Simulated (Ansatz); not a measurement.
Cu, space group Fm-3m: a convergence test of the k-point mesh, run with Ansatz's Python interface.

The script reads `cu.vasp`:
```text
Cu
1.0
   0.00000000    1.80750000    1.80750000
   1.80750000    0.00000000    1.80750000
   1.80750000    1.80750000    0.00000000
Cu
1
Direct
   0.00000000    0.00000000    0.00000000
```

`kconv_cu.py`:
```python
# -*- coding: utf-8 -*-
"""k-point test for Cu."""

import ansatz as az
from ase.io import read

atoms = read("cu.vasp", format="vasp")
xtal = az.Crystal.from_ase(atoms)

calc = (
    xtal.calculation()
    .functional("LDA")
    .basis(47 * az.Ry)
    .accuracy("low")
    .occupations("Fermi-Dirac", width=0.3)
    .mixing("anderson", preconditioner="none")
    .scf(tolerance=1e-09, max_iterations=200, lower_state_search="light")
)

rows = []
for value in [(4, 4, 4), (5, 5, 5), (7, 7, 7), (8, 8, 8), (11, 11, 11), (13, 13, 13)]:
    data = calc.kpoints(mesh=value).run(threads=1).report
    rows.append((value, data["free_energy_ev"] / len(data["lattice"]["sites"]), data["n_iterations"], data["n_kpoints"]))

print("        mesh   F/atom (eV)    iterations      k-points")
for row in rows:
    print(f"{str(row[0]):>12s}  {row[1]:12.5f}  {row[2]:12d}  {row[3]:12d}")

# the last row is the reference
for row in rows[:-1]:
    shift = 1000 * (row[1] - rows[-1][1])
    print(f"{row[0]}: {shift:+.2f} meV/atom" + ("  (within 5 meV)" if abs(shift) < 5 else ""))
```

From which mesh on is the energy per atom within 5 meV of the last row, and how does it get there?

From 11×11×11 on it stays within 5 meV an atom of the value at 13×13×13; the first row (4×4×4) is off by 154.6 meV and the last but one by 0.54 meV. This holds for F at a smearing of 0.3 eV; a narrower one needs a denser mesh. It goes up and down, since the sum over k-points isn't variational.

The output:

`python kconv_cu.py` gives:
```text
        mesh   F/atom (eV)    iterations      k-points
   (4, 4, 4)   -6555.57600             8             8
   (5, 5, 5)   -6555.81624             8            10
   (7, 7, 7)   -6555.74938             9            20
   (8, 8, 8)   -6555.72157             8            29
(11, 11, 11)   -6555.73113             8            56
(13, 13, 13)   -6555.73060             8            84
(4, 4, 4): +154.60 meV/atom
(5, 5, 5): -85.64 meV/atom
(7, 7, 7): -18.78 meV/atom
(8, 8, 8): +9.03 meV/atom
(11, 11, 11): -0.54 meV/atom  (within 5 meV)
```

The smearing is wide enough that free energy and stress hold a thermal part of the electrons. Shifts are counted from the finest mesh, which is itself no proven limit. Timing: 3.9 s on 1 thread of Arm Neoverse V2, with other jobs on the host, peak memory 0.39 GiB.
